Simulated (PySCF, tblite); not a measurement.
**C₃H₄BO₅−: geometry, infrared bands and NMR shifts**

Wanted: the infrared bands and NMR shifts of C₃H₄BO₅− (`CO[BH-]1OC(=O)C(=O)O1`), by calculation.

The runs use tblite 0.8.0 and PySCF 2.14.0, with density-fitted response routines of our own; the level of theory stands in each step. All values are computed, except where a source is named. Atoms are numbered from 0 throughout.

**1. The starting structure**

13 atoms, charge -1, multiplicity 1; geometry from: force field or distance geometry start.

Bonds of the start (Å): C0–O1 1.40, O1–B2 1.48, B2–O3 1.47, O3–C4 1.39, C4–O5 1.25, C4–C6 1.46, C6–O7 1.28, C6–O8 1.38, O8–B2 1.49, C0–H9 1.11, C0–H10 1.12, C0–H11 1.12, B2–H12 1.20.

**2. Optimising the geometry with GFN2-xTB**

What the job is given:

```
{"job": {"kind": "relax", "xc": "GFN2-xTB", "basis": "xTB"}, "charge": -1, "multiplicity": 1}
C     -2.382900     0.109900    -0.121200
O     -1.185700     0.340600    -0.804800
B     -0.036400    -0.263000    -0.085600
O      0.628900     0.682100     0.821300
C      2.001900     0.601800     0.633700
O      2.863100     1.188300     1.319600
C      2.239200    -0.258500    -0.527700
O      3.414800    -0.520600    -0.958700
O      1.030700    -0.720100    -1.020600
H     -2.335300     0.444300     0.931300
H     -3.258300     0.615700    -0.612300
H     -2.601400    -0.985900    -0.129400
H     -0.383000    -1.234300     0.536800
```

Command:

```
> OMP_NUM_THREADS=1 python probes_run.py task.json out
```

The driver reads the jobs from task.json and runs them one after another.

**Question.** This job is followed by: GFN2-xTB harmonic vibrations, gas phase; GIAO PBE0/pcSseg-1 NMR shielding, non-relativistic, gas phase. What will the session give for the following? strongest single infrared mode (GFN2-xTB); zero-point energy (GFN2-xTB); 13C shifts against TMS (PBE0/pcSseg-1, means over atoms taken as alike); 1H shifts against TMS (PBE0/pcSseg-1, means over atoms taken as alike); 17O shifts against H2O (PBE0/pcSseg-1, means over atoms taken as alike); 11B shifts against BF3·OEt2 (PBE0/pcSseg-1).

As calculated:

```
                                                               quantity                   value
                              strongest single infrared mode (GFN2-xTB)   1785 cm⁻¹, 989 km/mol
                                           zero-point energy (GFN2-xTB)           50.0 kcal/mol
13C shifts against TMS (PBE0/pcSseg-1, means over atoms taken as alike)         168.5, 54.7 ppm
 1H shifts against TMS (PBE0/pcSseg-1, means over atoms taken as alike)          3.59, 3.41 ppm
17O shifts against H2O (PBE0/pcSseg-1, means over atoms taken as alike)  391.5, 264.1, 41.4 ppm
                            11B shifts against BF3·OEt2 (PBE0/pcSseg-1)                 2.5 ppm
```

**Reading.** Over 71 steps the energy fell by 0.746 eV; of the close pairs, O3–C4 changed most, 1.388 to 1.297 Å. All 33 modes are real, so the xTB geometry is a minimum. The strongest single mode, at 1785 cm⁻¹, is carried by C6, C4, O7, O5. Unscaled tight-binding wavenumbers are off by several per cent, some by more. Its intensities can rank the bands wrongly. H9, H10, H11 (mean) (hydrogen on a methyl carbon bonded to O) lies farthest downfield among hydrogen, at 3.59 ppm; its carbon carries O, an electronegative neighbour. At PBE0/pcSseg-1: Shielding is most anisotropic at O5, O7 (span 631 ppm, paramagnetic term -453 ppm).
